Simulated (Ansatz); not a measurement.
I need a rigid scan of one bond length of C2H4OSe, SMILES C=C(O)[SeH]. Use the Python package of Ansatz (0.2.0). Level of theory (for the species named): MP2, def2-SVP basis, multiplicity 1.

Input file `c2h4ose.xyz`:
```text
8

C    -0.74960    0.91720   -0.10320
C     0.13390    0.02110   -0.19500
O     1.44880    0.38210   -0.18050
Se   -0.28680   -1.81420   -0.34970
H    -0.51980    1.99810   -0.04670
H    -1.84720    0.71260   -0.13620
H     2.23160   -0.32350   -0.22150
H    -0.31880   -1.95040    1.17700
```

The script, `c2h4ose.py`:
```python
"""Potential curve of C2H4OSe along one bond."""

import warnings

import ansatz
import numpy as np


def main() -> None:
    warnings.simplefilter("ignore", ansatz.DeckWarning)

    mol = ansatz.Crystal.molecule_from_extxyz("c2h4ose.xyz")

    symbols = [site.symbol for site in mol.cartesian_sites]
    start = np.array([site.position_ang for site in mol.cartesian_sites])
    axis = (start[3] - start[1]) / np.linalg.norm(start[3] - start[1])
    moving = [3, 7]
    lengths, energies = [1.663, 1.738, 1.814, 1.889, 1.965, 2.04, 2.116, 2.229], []
    for length in lengths:
        xyz = start.copy()
        xyz[moving] += (length - np.linalg.norm(start[3] - start[1])) * axis
        point = ansatz.Crystal.molecule()
        for symbol, place in zip(symbols, xyz):
            point = point.atom(symbol, place.tolist())
        base = (
            point.calculation()
            .basis(gaussian="def2-SVP")
            .correlation("MP2")
            .scf(lower_state_search="light")
        )
        summary = base.run().report
        energies.append(summary["free_energy_ev"])
        print(f"r = {length:6.3f} A  E = {energies[-1]:.5f} eV  <S^2> = {abs(summary['mean_field']['state']['spin_squared']):.3f}")

    # quartic fit about the minimum
    fit = np.polynomial.Polynomial.fit(lengths, np.array(energies) - min(energies), 4).convert()
    roots = [r.real for r in fit.deriv().roots() if abs(r.imag) < 1e-9 and fit.deriv(2)(r.real) > 0]
    r_e = min(roots, key=lambda r: abs(r - lengths[int(np.argmin(energies))]))
    print(f"minimum of the fit at {r_e:.4f} A, force constant {fit.deriv(2)(r_e):.2f} eV/A^2")


if __name__ == "__main__":
    main()
```

```console
$ python c2h4ose.py
r =  1.663 A  E = -69469.02661 eV  <S^2> = 0.000
r =  1.738 A  E = -69469.61907 eV  <S^2> = 0.000
r =  1.814 A  E = -69469.95978 eV  <S^2> = 0.000
r =  1.889 A  E = -69470.11174 eV  <S^2> = 0.000
r =  1.965 A  E = -69470.13302 eV  <S^2> = 0.000
r =  2.040 A  E = -69470.06207 eV  <S^2> = 0.000
r =  2.116 A  E = -69469.92612 eV  <S^2> = 0.000
r =  2.229 A  E = -69469.64919 eV  <S^2> = 0.000
minimum of the fit at 1.9396 A, force constant 18.06 eV/A^2
```

Reading the output:
- The settings weren't tested for convergence.
- The rest of the molecule is held rigid at a force-field or estimated start geometry, and the basis set is modest; single-reference methods fail as a bond breaks.
- The orbitals are restricted, so S² is zero by construction.
- S² is that of the Hartree-Fock reference.
- Wall time of the script: 14 s on 1 thread of Arm Neoverse V1, on a shared host, peak memory 0.24 GiB.
